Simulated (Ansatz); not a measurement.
The system is Mg2As.

```
CELL_PARAMETERS angstrom
2.11114 -8.62477 0.00000
2.11114 8.62477 0.00000
0.00000 0.00000 4.58618
ATOMIC_POSITIONS crystal
As 0.66228 0.33772 0.25000
As 0.33772 0.66228 0.75000
Mg 0.06552 0.93448 0.25000
Mg 0.26304 0.73696 0.25000
Mg 0.73696 0.26304 0.75000
Mg 0.93448 0.06552 0.75000
```

The cell comes from a database or a generator and needn't be the stable form of this composition.

| Item | Value |
| --- | --- |
| Program | Ansatz 0.2.0 |
| Task | single point |
| Functional | PBE |
| Potentials or basis | Ansatz PAW |
| Cutoff | 420 eV (not typed: the program's choice for these potentials) |
| k mesh | 7 × 7 × 6 |
| Occupations | fermi-dirac, width 0.05 eV |
| Spin | no spin polarisation |

On this cell: pressure -0.1 GPa; largest force 0.031 eV/Å; band gap on the k mesh none (metal or under the smearing width).

The same run follows on a disturbed copy (atoms moved at random, drawn with an rms of 0.05 Å):

```
As Mg
1.0
     2.11114   -8.62477    0.00000
     2.11114    8.62477    0.00000
     0.00000    0.00000    4.58618
As Mg
2 4
Direct
  0.64681 0.32639 0.24221
  0.33418 0.66527 0.75221
  0.06038 0.93362 0.25189
  0.25682 0.72447 0.25398
  0.73980 0.26624 0.75775
  0.93066 0.06016 0.76090
```

**Question.** What does the disturbed cell give?

**Answer.** The energy (extrapolated to zero smearing) moves by +9.5 meV/atom; pressure -0.1 GPa; largest force 0.488 eV/Å; band gap on the k mesh none (metal or under the smearing width).

Forces in eV/Å, atoms in the order of the input:
```
As   0.214 -0.169  0.352
As  -0.062 -0.482  0.046
Mg  -0.126 -0.224 -0.004
Mg   0.062  0.448 -0.031
Mg  -0.131  0.226 -0.341
Mg   0.042  0.201 -0.022
```

Stress tensor (GPa, compression positive):
```
-0.32 -0.18 -0.02
-0.18 -0.48  0.33
-0.02  0.33  0.59
```
